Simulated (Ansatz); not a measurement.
# P: the cost of one run

Program: Ansatz 0.2.0. Level of theory: DFT PBE+D3(BJ), scalar-relativistic, plane waves, PAW. These are calculated values, not measurements.

That is the level of the relaxation; later steps name their own.

2 further runs of the same task are left out: 2 set aside as unsound or not needed.

### Step 1. The structure to begin with

The structure is orthorhombic, space group Cmce (No. 64). Conventional cell: a = 3.323 Å, b = 10.195 Å, c = 4.165 Å, α = 90.00°, β = 90.00°, γ = 90.00°. P (site symmetry m) has 3 P at 2.23 to 2.25 Å as nearest neighbours.

Structure file:

```
P
1.0
     1.66141   -5.09728    0.00000
     1.66141    5.09728    0.00000
     0.00000    0.00000    4.16484
P
4
Cartesian
  1.6614 -4.0129 0.2994
  1.6614 -1.0844 2.3818
  1.6614 4.0129 3.8654
  1.6614 1.0844 1.7830
```

This cell was relaxed beforehand with the same method: volume 17.64 Å³/atom, gap on the mesh none (metal).

### Step 2. The run at PBE+D3(BJ) on the hybrid's mesh

The input, input.yaml:

```yaml
crystal:
  lattice:
    - [1.6614146995, -5.0972767908, 0.0]
    - [1.6614146995, 5.0972767908, 0.0]
    - [0.0, 0.0, 4.1648374845]
  atoms:
    - { symbol: P, position: [0.8936276163, 0.1063723837, 0.0718894424] }
    - { symbol: P, position: [0.6063723837, 0.3936276163, 0.5718894424] }
    - { symbol: P, position: [0.1063723837, 0.8936276163, 0.9281105576] }
    - { symbol: P, position: [0.3936276163, 0.6063723837, 0.4281105576] }
basis:
  ecutwfc: 420
kpoints:
  mp_grid: { grid: [6, 6, 4] }
  band_path:
    path:
      - [0.0, 0.0, 0.0]
      - [-0.5, 0.5, 0.0]
      - [-0.2765594863, 0.7234405137, 0.0]
      - [0.2765594863, 0.2765594863, 0.0]
      - [0.0, 0.0, 0.5]
      - [0.2765594863, 0.2765594863, 0.5]
      - [-0.2765594863, 0.7234405137, 0.5]
      - [-0.5, 0.5, 0.5]
      - [0.0, 0.5, 0.0]
      - [0.0, 0.5, 0.5]
      - [0.35714286, -0.42857143, 0.0]
      - [0.14285714, -0.5, 0.0]
    npoints: 1
hamiltonian:
  xc: pbe
  dispersion: d3bj
scf:
  occupations: { method: gaussian, width: 0.1 }
  n_extra_bands: 5
output:
  forces: true
  stress: true
  eigenvalues: true
```

On the command line:

```
> ansatz run input.yaml --threads 4 --pin off --max-ram 10240MiB --backend cpu --events-out ev --progress --plain --runs-dir out
```

What time and memory should one allow on 4 threads of Intel Xeon at 2.70GHz, shared host?

About 1.1 s, with a peak of 0.39 GiB.
